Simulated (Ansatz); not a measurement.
**CuN (triplet): the correlation ladder, def2-SVP**

One table from this session's results is given with a row withheld; the runs are named, their logs left out.

Program: Ansatz 0.2.0, Gaussian basis. Level of theory: def2-SVP, core rule «outside noble gas», up to 10 orbitals frozen. These are calculated values, not measurements.

To be run: UHF; CCSD(T) on ROHF; CCSD(T) on UHF; CISD as a restricted active space (open shells left free, so some higher excitations enter); CCSDT(Q) on ROHF; CCSDT(Q) on UHF; CASSCF and MRCISD+Q, 16 electrons in 10 orbitals; CASSCF and NEVPT2, 16 electrons in 10 orbitals.

20 further runs of the same task are left out: 3 for a known fault of the program, 5 that didn't finish, 12 set aside as unsound or not needed. Runs told in other sessions of the task aren't counted.

**What is computed**

The geometry is a PBE0/def2-TZVP stationary point (not a proven minimum).

2 atoms, charge 0, spin multiplicity 3.

Atoms are counted from 1 here; the program's logs count them from 0.

Bond lengths: Cu1–N2 1.810 Å.

Coordinates:

```
Cu    0.0000    0.0000    0.0000
N     0.0000    0.0000    1.8102
```

Set-up of the first run:

File in.yaml:

```yaml
crystal:
  periodic: [false, false, false]
  atoms:
    - {symbol: Cu, position_ang: [0.000000, 0.000000, 0.000000]}
    - {symbol: N, position_ang: [0.000000, 0.000000, 1.810200]}
basis:
  gaussian: {orbitals: def2-SVP}
magnetization: {spin_polarized: true, initial_magnetization: 2}
hamiltonian: {xc: hf}
output: {orbitals: {seedname: orbitals}}
```

Run with:

```console
ansatz run in.yaml --threads 1 --pin off --events-out ev --progress --plain --max-ram 2393MiB
```

Steps of the session up to this table: UHF; CCSD(T) on ROHF; CCSD(T) on UHF; CISD as a restricted active space (open shells left free, so some higher excitations enter); CCSDT(Q) on ROHF; CCSDT(Q) on UHF; CASSCF and MRCISD+Q, 16 electrons in 10 orbitals; CASSCF and NEVPT2, 16 electrons in 10 orbitals.

One table of the session follows, with a row left open; its other results are not shown here.

| method | from RCCSDT(Q) (meV) |
| --- | --- |
| ROHF | +11362.5 |
| UHF | +11085.1 |
| RMP2 | +59.7 |
| UMP2 | +47.6 |
| CISD | +1434.8 |
| RCCSD | +476.3 |
| UCCSD | +469.4 |
| RCCSD(T) | -31.9 |
| UCCSD(T) | -31.2 |
| RCCSDT | ? |
| UCCSDT | -91.8 |
| RCCSDT(Q) | 0 |
| UCCSDT(Q) | -53.2 |
| CASSCF valence | +10536.1 |
| NEVPT2 valence | +808.3 |
| MRCISD valence | +1071.8 |
| MRCISD+Q valence | +310.8 |

Q: Estimate the row for RCCSDT from the others.

**Answer.** from RCCSDT(Q) (meV): -90.9. In the column «from RCCSDT(Q) (meV)» it lies between UCCSDT (-91.8) and UCCSDT(Q) (-53.2).

With the free atoms at the same levels and basis (separate runs), the atomisation energy is 1.131 eV at RCCSDT(Q), 1.089 eV at RCCSD(T), 1.085 eV at UCCSD(T), -0.721 eV at ROHF.

Caveats from the session: Warnings: spin contamination; large T1 diagnostic. Restricted and unrestricted rows rest on different reference determinants; a gap between their highest levels can come from leftover correlation error, from unlike frozen cores or from another state.
